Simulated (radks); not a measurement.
**Valence configurations of Hg³⁺**

The task here is to estimate one member of a computed series from the others.

Program: radks (a radial shooting solver on a logarithmic mesh, Libxc functionals) version 1. Level of theory: scalar-relativistic Kohn-Sham, PBE, spin-polarised, spherical densities, finite nucleus; open shells are filled with parallel spins first. These are calculated values, not measurements, unless marked.

## The atom as given

* element: mercury (Z = 80)
* charge: +3
* electrons: 77
* configuration: [Xe] 4f14 5d9
* nuclear rms radius: 5.4648 fm
* others tried: 4f14 5d7 6p2; 4f13 5d9 6s1; 4f14 5d8 6p1; 4f12 5d9 6s1 6p1; 4f13 5d10; 4f14 5d8 6s1; 4f14 5d7 6s1 6p1; 4f14 5d7.5 6p1.5; 4f14 5d8.5 6s0.5

Outer shells as boxes (Hund's rule):

Hg³⁺
```
[Xe] core
4f [↑↓][↑↓][↑↓][↑↓][↑↓][↑↓][↑↓]
5d [↑↓][↑↓][↑↓][↑↓][↑ ]
```

The first run:

Settings of this run:

```text
Z 80
configuration [Xe] 4f14 5d9
relativity scalar-relativistic
functional pbe,pbe
spin polarised
nucleus finite rms 5.4648 fm
c 137.035999084
```

Among the steps run: [Xe] 4f14 5d9.

One table of the session follows, with a row left open; its other results are not shown here.

It belongs to the step «[Xe] 4f14 5d9». From the orbitals of this run (lengths in bohr):

```
  level     <r>  outermost maximum (interpolated)  90 % within  nodes
  5s up  0.9006                             0.828         1.28      4
5s down  0.8997                             0.827         1.28      4
  4f up       ?                                 ?            ?      ?
4f down  0.4821                             0.367        0.771      0
  5p up   1.034                             0.928         1.49      3
5p down   1.033                             0.927         1.49      3
  5d up   1.384                              1.15         2.09      2
5d down   1.387                              1.15         2.10      2
```

Estimate the missing values for 4f up.

**Answer.** <r>: 0.4825; outermost maximum (interpolated): 0.367; 90 % within: 0.772; nodes: 0. In the column «<r>» it lies between 4f down (0.4821) and 5s down (0.8997).
